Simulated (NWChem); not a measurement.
# doublet RbLi+: levels of theory compared

We compute a comparison of 5 runs (U-r2SCAN/def2-TZVPP, UM06-2X/def2-TZVPP, UPBE0/def2-TZVPP, UMP2/def2-TZVPP, UCCSD(T)/def2-TZVPP) of doublet RbLi+. 

Program for the calculation: NWChem 7.3.0.

## (1) The structure to begin with

RbLi+: 2 atoms, total charge +1, spin state doublet. SMILES of the parent species: `[Li][Rb]`. Geometry: relaxed at PBE0-D4/def2-TZVP. That shape belongs to the parent species and isn't relaxed for this state.

Bond lengths: Li1–Rb2 3.553 Å.

## (2) The energy at U-r2SCAN/def2-TZVPP (core potential) (run 1)

job.nw reads:

```
START job
memory total 2200 mb
charge 1
GEOMETRY units atomic noautosym nocenter noautoz
Li  0.00000000  0.00000000 -0.38051525
Rb  0.00000000  0.00000000  6.33385174
END
BASIS "ao basis" spherical bse
* library def2-TZVPP
END
ECP bse
Rb library def2-TZVPP
END
DFT
xc r2scan
mult 2
grid xfine
convergence energy 1e-08
maxiter 100
mulliken
END
TASK dft energy
```

Launch:

```console
nwchem job.nw > job.out
```

The log of the run:

```text
[...]
          Wavefunction type:  spin polarized.
          No. of atoms     :     2
          No. of electrons :    11
[...]
          Charge           :     1
          Spin multiplicity:     2
[...]
          AO basis - number of functions:    59
[...]
              XC Information
              --------------
                      r^2SCAN Method XC Functional
               r^2SCAN metaGGA Exchange Functional  1.000
                     r^2SCAN Correlation Potential  1.000
[...]
 d= 0,ls=0.0,diis     1    -31.4203647648 -3.54D+01  9.27D-03  2.34D-02     4.4
[...]
 d= 0,ls=0.0,diis     7    -31.4393560346 -2.74D-09  3.74D-07  2.51D-11    27.9
[...]
         Total DFT energy =      -31.439356034599
      One electron energy =      -55.390241359161
           Coulomb energy =       25.385991314462
    Exchange-Corr. energy =       -5.456333909108
 Nuclear repulsion energy =        4.021227919209
[...]
      Total Density - Mulliken Population Analysis
     ---------------------------------------------
    Atom       Charge   Shell Charges
 -----------   ------   -------------------------------------------------------
    1 Li   3     2.93   0.36  1.28  0.34  0.44  0.36  0.00  0.01  0.14  0.01
    2 Rb   9     8.07   0.03 -0.30  1.48  0.78  0.16 -0.08  4.86  1.11  0.05 -0.04  0.01  0.01 -0.01  0.00
[...]
      <S2> =      0.7501 (Exact =     0.7500)
[...]
```

Run time: 29 s. Hardware: 1 thread of AMD EPYC, shared host; peak memory 0.12 GiB.

## (3) The energy at UM06-2X/def2-TZVPP (core potential) (run 2)

input.nw reads:

```
start input
title "LiRb"
memory 2200 mb
charge 1

geometry units au noautosym nocenter noautoz
   Li     0.00000000     0.00000000    -0.38051525
   Rb     0.00000000     0.00000000     6.33385174
end

basis spherical bse
   * library def2-TZVPP
end

ecp bse
   Rb library def2-TZVPP
end

dft
   xc m06-2x
   mult 2
   grid xfine
   convergence energy 1e-08
   maxiter 100
   mulliken
end

task dft energy
```

Launch:

```console
nwchem input.nw > input.out
```

The log of the run:

```text
[...]
          Wavefunction type:  spin polarized.
          No. of atoms     :     2
          No. of electrons :    11
[...]
          Charge           :     1
          Spin multiplicity:     2
[...]
          AO basis - number of functions:    59
[...]
              XC Information
              --------------
                       M06-2X Method XC Functional
                     Hartree-Fock (Exact) Exchange  0.540
                        M06-2X Exchange Functional  1.000
                      M06-2X Correlation Potential  1.000
[...]
 d= 0,ls=0.0,diis     1    -31.3403004770 -3.54D+01  6.86D-03  3.13D-02     4.5
[...]
 d= 0,ls=0.0,diis     8    -31.3640711256 -8.81D-09  2.94D-06  7.35D-10    34.9
[...]
         Total DFT energy =      -31.364071125589
      One electron energy =      -55.301116832038
           Coulomb energy =       25.277285146896
    Exchange-Corr. energy =       -5.361467359654
 Nuclear repulsion energy =        4.021227919209
[...]
      Total Density - Mulliken Population Analysis
     ---------------------------------------------
    Atom       Charge   Shell Charges
 -----------   ------   -------------------------------------------------------
    1 Li   3     2.87   0.37  1.26  0.35  0.49  0.30  0.00  0.01  0.09  0.01
    2 Rb   9     8.13   0.03 -0.30  1.46  0.80  0.18 -0.06  4.82  1.16  0.05 -0.02  0.00  0.01 -0.00  0.00
[...]
      <S2> =      0.7503 (Exact =     0.7500)
[...]
```

It took 36 s on 1 thread of AMD EPYC, shared host; peak memory 0.12 GiB.

Runs 3 to 4 aren't shown in full; the table further down has their settings and results.

## (4) A single-point energy at UCCSD(T)/def2-TZVPP (core potential) (run 5)

mol.nw reads:

```
start mol
title "LiRb ccsd(t)"
memory 2200 mb
charge 1

geometry noautosym nocenter noautoz
 Li       0.000000       0.000000      -0.201360
 Rb       0.000000       0.000000       3.351730
end

basis spherical bse
 Li library def2-TZVPP
 Rb library def2-TZVPP
end

ecp bse
 Rb library def2-TZVPP
end

scf
 doublet
 uhf
 thresh 1e-08
 maxiter 80
end

tce
 scf
 ccsd(t)
 maxiter 60
end

task tce energy
```

Launch:

```console
nwchem mol.nw > mol.out
```

The log of the run:

```text
[...]
  functions       =    59
[...]
  wavefunction    = UHF
[...]
         Total SCF energy =    -31.104276908721
      One electron energy =    -55.323145838325
      Two electron energy =     20.197640724580
 Nuclear repulsion energy =      4.021228205025
                       Sz =      0.5000
                 Sz(Sz+1) =      0.7500
                      S^2 =      0.7501
[...]
         Wavefunction type : Unrestricted Hartree-Fock
          No. of electrons :    11
[...]
         Spin multiplicity : doublet
[...]
 CCSD total energy / hartree       =       -31.239202179228595
[...]
 CCSD[T] total energy / hartree       =       -31.241019975200338
[...]
 CCSD(T) total energy / hartree       =       -31.240902484805982
[...]
```

Run time: 53 s. Hardware: 1 thread of AMD EPYC, shared host; peak memory 0.47 GiB.

## (5) Overview of the runs

```csv
run,level,integration grid,iteration cap,energy (Eh),HOMO energy (eV),LUMO energy (eV),⟨S²⟩,wall time
1,U-r2SCAN/def2-TZVPP (core potential),xfine,100,-31.439356,-7.41,-5.06,0.750,29 s
2,UM06-2X/def2-TZVPP (core potential),xfine,100,-31.364071,-8.45,-6.80,0.750,36 s
3,UPBE0/def2-TZVPP (core potential),xfine,100,-31.408200,-8.06,-5.35,0.750,26 s
4,UMP2/def2-TZVPP (core potential),–,80,-31.224338,-9.67,-3.39,0.750,9.3 s
5,UCCSD(T)/def2-TZVPP (core potential),–,80,-31.240902,-9.67,-3.39,0.750,53 s
```

## (6) Outcome

| quantity | value |
| --- | --- |
| run 5: total energy | -31.24090 Eh |
| run 5: HOMO energy (Hartree–Fock orbitals) (highest over α and β) | -9.67 eV |
| run 5: LUMO energy (Hartree–Fock orbitals) (lowest over α and β) | -3.39 eV |
| run 5: correlation energy | -136.6 mEh |
| run 5: (T) correction | -1.70 mEh |
| run 5: ⟨S²⟩ of the reference determinant | 0.750 |

**Reading.** Totals of different functionals can't be ranked against each other. All runs together took 2.5 min, the longest 53 s.
